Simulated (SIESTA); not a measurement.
The system is Sn4Pd.

```
Sn Pd
1.0
     3.22085   -5.72260    0.00000
     3.22085    5.72260    0.00000
     0.00000    0.00000    6.38860
Sn Pd
8 2
Cartesian
  2.1337 1.4500 2.1089
  4.3080 -1.4500 2.1089
  2.1337 -1.4500 4.2797
  4.3080 1.4500 4.2797
  1.0872 -1.4500 1.0854
  5.3545 1.4500 1.0854
  1.0872 1.4500 5.3032
  5.3545 -1.4500 5.3032
  0.0000 0.0000 3.1943
  3.2208 0.0000 0.0000
```

| Property | Result |
| --- | --- |
| Program | SIESTA 5.4.2 |
| Task | single point |
| Functional | PBEsol |
| Potentials or basis | PseudoDojo 0.4 standard (PBEsol files) |
| Basis | DZP (energy shift 0.003 Ry; two zetas on semicore shells) |
| Grid cutoff | 800 Ry |
| Energy shift | 0.003 Ry |
| k mesh | 5 × 5 × 4 |
| Occupations | fermi-dirac, width 0.05 eV |
| Spin | no spin polarisation |

On this cell: pressure 0.9 GPa; largest force 0.042 eV/Å; band gap on the k mesh none (metal or under the smearing width).

The same run follows on a disturbed copy (atoms moved at random, drawn with an rms of 0.05 Å):

```
Sn Pd
1.0
     3.22085   -5.72260    0.00000
     3.22085    5.72260    0.00000
     0.00000    0.00000    6.38860
Sn Pd
8 2
Direct
  0.21020 0.46180 0.32610
  0.79672 0.53630 0.32797
  0.45987 0.21451 0.66696
  0.55062 0.80365 0.66302
  0.30062 0.04469 0.17317
  0.70674 0.95480 0.17027
  0.03825 0.29723 0.82796
  0.95180 0.70905 0.84434
  0.01089 0.01170 0.50108
  0.49710 0.49582 0.00120
```

Task: What changes?

Result: The energy (extrapolated to zero smearing) moves by +7.1 meV/atom; pressure 1.2 GPa; largest force 0.492 eV/Å; band gap on the k mesh none (metal or under the smearing width).

Forces in eV/Å, atoms in the order of the input:
```
Sn  -0.041  0.146  0.118
Sn   0.248  0.075  0.215
Sn  -0.066 -0.253  0.103
Sn  -0.144  0.117  0.137
Sn  -0.075 -0.090 -0.079
Sn   0.075  0.081 -0.006
Sn   0.159  0.107  0.121
Sn   0.215 -0.210 -0.388
Pd  -0.464 -0.157 -0.048
Pd   0.092  0.183 -0.172
```

Stress tensor (GPa, compression positive):
```
 0.98 -0.36 -0.07
-0.36  1.34  0.41
-0.07  0.41  1.31
```

Caveats: the basis of atomic orbitals isn't converged, which shifts pressures, moduli and gaps.
